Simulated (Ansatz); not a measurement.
# C₂H₅BO₃: up Jacob's ladder to CCSD(T)

The task here is to estimate one member of a computed series from the others.

Method: functionals in def2-TZVPP, the program's frozen cores in correlated methods; program: Ansatz 0.2.0, Gaussian basis.

Levels to be run: LDA (SPW92), PBE-D4, revPBE-D4, BLYP-D4, r2SCAN-D4, B97M-V, PBE0-D4, B3LYP-D4, r2SCANh-D4, r2SCAN0-D4, HSE06-D4, BHLYP-D4, CAM-B3LYP-D4, LC-ωPBE, ωB97X-V, ωB97M-V, B2PLYP, PBE-QIDH; CCSD(T)/def2-SVP; CCSD(T)/def2-TZVPP; MP2/def2-QZVPP; extrapolation to the limit; RPA on PBE.

**Structure used throughout**

An earlier PBE0-D4 in a triple-zeta def2 set relaxation fixed the geometry.

11 atoms, charge 0, spin multiplicity 1.

Atoms are counted from 1 here; the program's logs count them from 0.

Bond lengths: C1–C2 1.322 Å, C1–H7 1.081 Å, C1–H8 1.083 Å, C2–O3 1.361 Å, C2–H9 1.085 Å, O3–B4 1.373 Å, B4–O5 1.363 Å, B4–O6 1.361 Å, O5–H10 0.960 Å, O6–H11 0.960 Å. Angles: C2–C1–H7 119.6°, C2–C1–H8 121.6°, H7–C1–H8 118.9°, C1–C2–O3 121.7°, C1–C2–H9 123.1°, O3–C2–H9 115.2°, C2–O3–B4 122.4°, O3–B4–O5 118.9°, O3–B4–O6 120.6°, O5–B4–O6 120.5°, B4–O5–H10 112.4°, B4–O6–H11 112.1°.

Set-up of the first run:

The input, in.yaml:

```yaml
crystal:
  periodic: [false, false, false]
  atoms:
    - {symbol: C, position_ang: [-1.316555, -1.463266, 1.187325]}
    - {symbol: C, position_ang: [-0.691444, -0.818641, 0.216464]}
    - {symbol: O, position_ang: [0.154315, 0.215876, 0.473378]}
    - {symbol: B, position_ang: [0.806444, 0.897535, -0.523615]}
    - {symbol: O, position_ang: [1.638892, 1.922465, -0.184814]}
    - {symbol: O, position_ang: [0.625872, 0.556995, -1.828785]}
    - {symbol: H, position_ang: [-1.980669, -2.280442, 0.943911]}
    - {symbol: H, position_ang: [-1.180047, -1.192514, 2.226780]}
    - {symbol: H, position_ang: [-0.809559, -1.068246, -0.833271]}
    - {symbol: H, position_ang: [1.679502, 2.061618, 0.764055]}
    - {symbol: H, position_ang: [1.138648, 1.111420, -2.420728]}
basis:
  gaussian: {orbitals: def2-TZVPP}
hamiltonian: {xc: lda}
output: {orbitals: {seedname: orbitals}}
```

Steps of the session up to this table: LDA; PBE-D4 (GGA); revPBE-D4 (GGA); BLYP-D4 (GGA); r2SCAN-D4 (meta-GGA); B97M-V (meta-GGA); PBE0-D4 (hybrid); B3LYP-D4 (hybrid); r2SCANh-D4 (hybrid); r2SCAN0-D4 (hybrid); HSE06-D4 (hybrid); BHLYP-D4 (hybrid); CAM-B3LYP-D4 (range-separated); LC-ωPBE-D4 (range-separated; the results give it without D4); ωB97X-V (range-separated); ωB97M-V (range-separated); B2PLYP (double hybrid); PBE-QIDH (double hybrid).

One table of the session follows, with a row left open; its other results are not shown here.

It belongs to the step «Orbital energies across the functionals». 

| functional | HOMO (eV) | LUMO (eV) | gap (eV) |
| --- | --- | --- | --- |
| LDA (SPW92) | -6.01 | -0.74 | 5.27 |
| PBE-D4 | -5.80 | -0.47 | 5.33 |
| revPBE-D4 | -5.73 | -0.37 | 5.36 |
| BLYP-D4 | -5.66 | -0.36 | 5.30 |
| r2SCAN-D4 | ? | ? | ? |
| B97M-V | -6.02 | -0.12 | 5.90 |
| PBE0-D4 | -6.99 | 0.57 | 7.56 |
| B3LYP-D4 | -6.77 | 0.27 | 7.04 |
| r2SCANh-D4 | -6.46 | 0.17 | 6.64 |
| r2SCAN0-D4 | -7.14 | 0.73 | 7.87 |
| HSE06-D4 | -6.59 | 0.19 | 6.78 |
| BHLYP-D4 | -8.04 | 1.23 | 9.26 |
| CAM-B3LYP-D4 | -8.35 | 1.36 | 9.71 |
| LC-ωPBE | -9.73 | 2.72 | 12.45 |
| ωB97X-V | -9.34 | 2.49 | 11.82 |
| ωB97M-V | -9.25 | 2.00 | 11.25 |

**Question.** Estimate the row for r2SCAN-D4.

Worked estimate for «HOMO (eV)». Against the share of exact exchange, r2SCANh-D4 (0.1, -6.46), r2SCAN0-D4 (0.25, -7.14) give a slope of -4.53 per unit share; at 0 the line stands at -6.01.

**Answer.** HOMO (eV): -6.01; LUMO (eV): -0.20; gap (eV): 5.81. In «HOMO (eV)» the line misses by 0.00.
